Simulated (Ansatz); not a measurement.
# WSe2: the cost of one run

Computed with Ansatz 0.2.0 (DFT PBE, scalar-relativistic, plane waves, PAW, unless a step's input says otherwise).

**1. The starting structure**

The structure is hexagonal, space group P6_3/mmc (No. 194). Conventional cell: a = 3.290 Å, b = 3.290 Å, c = 12.970 Å, α = 90.00°, β = 90.00°, γ = 120.00°. Around W (site symmetry -6m2) lie 6 Se at 2.53 Å. Around Se (site symmetry 3m) lie 3 W at 2.53 Å.

As a file:

```cif
data_structure
_symmetry_space_group_name_H-M 'P6_3/mmc'
_symmetry_Int_Tables_number 194
_cell_length_a 3.2900
_cell_length_b 3.2900
_cell_length_c 12.9700
_cell_angle_alpha 90.000
_cell_angle_beta 90.000
_cell_angle_gamma 120.000
_cell_volume 121.58
loop_
_atom_site_label
_atom_site_type_symbol
_atom_site_symmetry_multiplicity
_atom_site_Wyckoff_symbol
_atom_site_fract_x
_atom_site_fract_y
_atom_site_fract_z
_atom_site_occupancy
W1 W 2 c 0.33333 0.66667 0.25000 1
Se1 Se 4 f 0.33333 0.66667 0.62100 1
```

The runs take a perfect supercell of 54 atoms; the defect goes to fractional position (0.111, 0.222, 0.621).

**2. The perfect supercell**

input.yaml

```yaml
crystal:
  lattice:
    - [9.87, 0.0, 0.0]
    - [-4.935, 8.547671, 0.0]
    - [0.0, 0.0, 12.97]
  atoms:
    - { symbol: W, position: [0.111111, 0.222222, 0.25] }
    - { symbol: W, position: [0.111111, 0.555556, 0.25] }
    - { symbol: W, position: [0.111111, 0.888889, 0.25] }
    - { symbol: W, position: [0.444444, 0.222222, 0.25] }
    - { symbol: W, position: [0.444444, 0.555556, 0.25] }
    - { symbol: W, position: [0.444444, 0.888889, 0.25] }
    - { symbol: W, position: [0.777778, 0.222222, 0.25] }
    - { symbol: W, position: [0.777778, 0.555556, 0.25] }
    - { symbol: W, position: [0.777778, 0.888889, 0.25] }
    - { symbol: W, position: [0.222222, 0.111111, 0.75] }
    - { symbol: W, position: [0.222222, 0.444444, 0.75] }
    - { symbol: W, position: [0.222222, 0.777778, 0.75] }
    - { symbol: W, position: [0.555556, 0.111111, 0.75] }
    - { symbol: W, position: [0.555556, 0.444444, 0.75] }
    - { symbol: W, position: [0.555556, 0.777778, 0.75] }
    - { symbol: W, position: [0.888889, 0.111111, 0.75] }
    - { symbol: W, position: [0.888889, 0.444444, 0.75] }
    - { symbol: W, position: [0.888889, 0.777778, 0.75] }
    - { symbol: Se, position: [0.111111, 0.222222, 0.621] }
    - { symbol: Se, position: [0.111111, 0.555556, 0.621] }
    - { symbol: Se, position: [0.111111, 0.888889, 0.621] }
    - { symbol: Se, position: [0.444444, 0.222222, 0.621] }
    - { symbol: Se, position: [0.444444, 0.555556, 0.621] }
    - { symbol: Se, position: [0.444444, 0.888889, 0.621] }
    - { symbol: Se, position: [0.777778, 0.222222, 0.621] }
    - { symbol: Se, position: [0.777778, 0.555556, 0.621] }
    - { symbol: Se, position: [0.777778, 0.888889, 0.621] }
    - { symbol: Se, position: [0.222222, 0.111111, 0.121] }
    - { symbol: Se, position: [0.222222, 0.444444, 0.121] }
    - { symbol: Se, position: [0.222222, 0.777778, 0.121] }
    - { symbol: Se, position: [0.555556, 0.111111, 0.121] }
    - { symbol: Se, position: [0.555556, 0.444444, 0.121] }
    - { symbol: Se, position: [0.555556, 0.777778, 0.121] }
    - { symbol: Se, position: [0.888889, 0.111111, 0.121] }
    - { symbol: Se, position: [0.888889, 0.444444, 0.121] }
    - { symbol: Se, position: [0.888889, 0.777778, 0.121] }
    - { symbol: Se, position: [0.111111, 0.222222, 0.879] }
    - { symbol: Se, position: [0.111111, 0.555556, 0.879] }
    - { symbol: Se, position: [0.111111, 0.888889, 0.879] }
    - { symbol: Se, position: [0.444444, 0.222222, 0.879] }
    - { symbol: Se, position: [0.444444, 0.555556, 0.879] }
    - { symbol: Se, position: [0.444444, 0.888889, 0.879] }
    - { symbol: Se, position: [0.777778, 0.222222, 0.879] }
    - { symbol: Se, position: [0.777778, 0.555556, 0.879] }
    - { symbol: Se, position: [0.777778, 0.888889, 0.879] }
    - { symbol: Se, position: [0.222222, 0.111111, 0.379] }
    - { symbol: Se, position: [0.222222, 0.444444, 0.379] }
    - { symbol: Se, position: [0.222222, 0.777778, 0.379] }
    - { symbol: Se, position: [0.555556, 0.111111, 0.379] }
    - { symbol: Se, position: [0.555556, 0.444444, 0.379] }
    - { symbol: Se, position: [0.555556, 0.777778, 0.379] }
    - { symbol: Se, position: [0.888889, 0.111111, 0.379] }
    - { symbol: Se, position: [0.888889, 0.444444, 0.379] }
    - { symbol: Se, position: [0.888889, 0.777778, 0.379] }
basis:
  ecutwfc: 420
  fft_grid_basis: typed
kpoints:
  mp_grid: { grid: [3, 3, 1] }
hamiltonian:
  xc: pbe
  pseudopotentials: { kind: paw }
scf:
  occupations: { method: gaussian, width: 0.05 }
output:
  forces: true
  stress: false
  eigenvalues: true
  bader: false
  write_density: true
  volumetric_format: npy
```

Run with:

```
$ ansatz run input.yaml --threads 8 --pin off --max-ram 16384MiB --backend cpu --events-out ev --progress --plain --runs-dir out
```

What time and memory should one allow on 8 threads of Intel Xeon 6975P-C (Granite Rapids), shared host?

About 10 s, with a peak of 6.6 GiB.
